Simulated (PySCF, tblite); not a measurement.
**C₆H₁₃Si radical: geometry, infrared bands and EPR parameters**

What infrared bands and EPR parameters should C₆H₁₃Si radical (`C[C@@H]1[CH][Si@H](C)CC1`) show?

Computed with tblite 0.8.0 and PySCF 2.14.0, with density-fitted response routines of our own, on a single molecule in the gas phase. Atoms are numbered from 0 throughout.

## 1. The molecule as given

20 atoms, charge 0, multiplicity 2; geometry from: force field or distance geometry start.

Bonds of the start (Å): C0–C1 1.51, C1–C2 1.51, C2–Si3 1.84, Si3–C4 1.84, Si3–C5 1.93, C5–C6 1.54, C6–C1 1.55, C0–H7 1.10, C0–H8 1.10, C0–H9 1.09, C1–H10 1.10, C2–H11 1.08, Si3–H12 1.48, C4–H13 1.09, C4–H14 1.09, C4–H15 1.09, C5–H16 1.10, C5–H17 1.10, C6–H18 1.10, C6–H19 1.09.

## 2. Optimising the geometry with GFN2-xTB

The job: settings as JSON, then the geometry in Å.

```
{"job": {"kind": "relax", "xc": "GFN2-xTB", "basis": "xTB"}, "charge": 0, "multiplicity": 2}
C     -2.459500     0.011000    -0.816000
C     -1.320300     0.352100     0.115100
C     -0.235300     1.148200    -0.570200
Si     1.435800     0.721100     0.074600
C      2.523100    -0.063300    -1.178600
C      0.698100    -0.574100     1.300900
C     -0.660200    -0.935700     0.682300
H     -3.226300    -0.568400    -0.290700
H     -2.938400     0.923700    -1.188900
H     -2.132000    -0.566900    -1.676200
H     -1.708100     0.943300     0.957900
H     -0.418000     2.076800    -1.098100
H      2.058100     1.851400     0.809500
H      3.448900    -0.446300    -0.738400
H      2.022000    -0.890700    -1.681200
H      2.806900     0.660900    -1.945800
H      0.567200    -0.096700     2.284600
H      1.347300    -1.454600     1.413400
H     -1.306500    -1.411000     1.439700
H     -0.508000    -1.670100    -0.113700
```

Command:

```sh
$ OMP_NUM_THREADS=1 python probes_run.py task.json out
```

The driver reads the jobs from task.json and runs them one after another.

**Question.** This job is followed by: GFN2-xTB harmonic vibrations, gas phase; UKS B3LYP, pcH-1 on C H Si, non-relativistic, mean-field spin-orbit, GIAO. Predict these results of the whole session: strongest single infrared mode (GFN2-xTB); zero-point energy (GFN2-xTB); g(iso) (B3LYP); ⟨S²⟩; largest a(iso) (averaged by class); potential on the surface of density 0.002 e/bohr³, 1st and 99th percentile.

As calculated:

| quantity | value |
| --- | --- |
| strongest single infrared mode (GFN2-xTB) | 2157 cm⁻¹, 381 km/mol |
| zero-point energy (GFN2-xTB) | 106.7 kcal/mol |
| g(iso) (B3LYP) | 2.00259 |
| ⟨S²⟩ | 0.754 (exact 0.75) |
| largest a(iso) (averaged by class) | 1H on H10, 141.6 MHz |
| potential on the surface of density 0.002 e/bohr³, 1st and 99th percentile | -0.27 V and 0.67 V |

In words: Over 39 steps the energy fell by 0.173 eV; of the close pairs, Si3–C4 changed most, 1.835 to 1.906 Å. All 54 modes are real, so the xTB geometry is a minimum. The strongest single mode, at 2157 cm⁻¹, moves mainly H12. Unscaled tight-binding wavenumbers are off by several per cent, some by more. Its intensities can rank the bands wrongly. C2 carries the largest spin population, 0.99 e. The isotropic g lies 0.3 ppt above the free-electron value. These values are for one conformer; the search (at its own cheap level) found 1 more, at 0.72 kcal/mol, and measured spectra average over such forms.
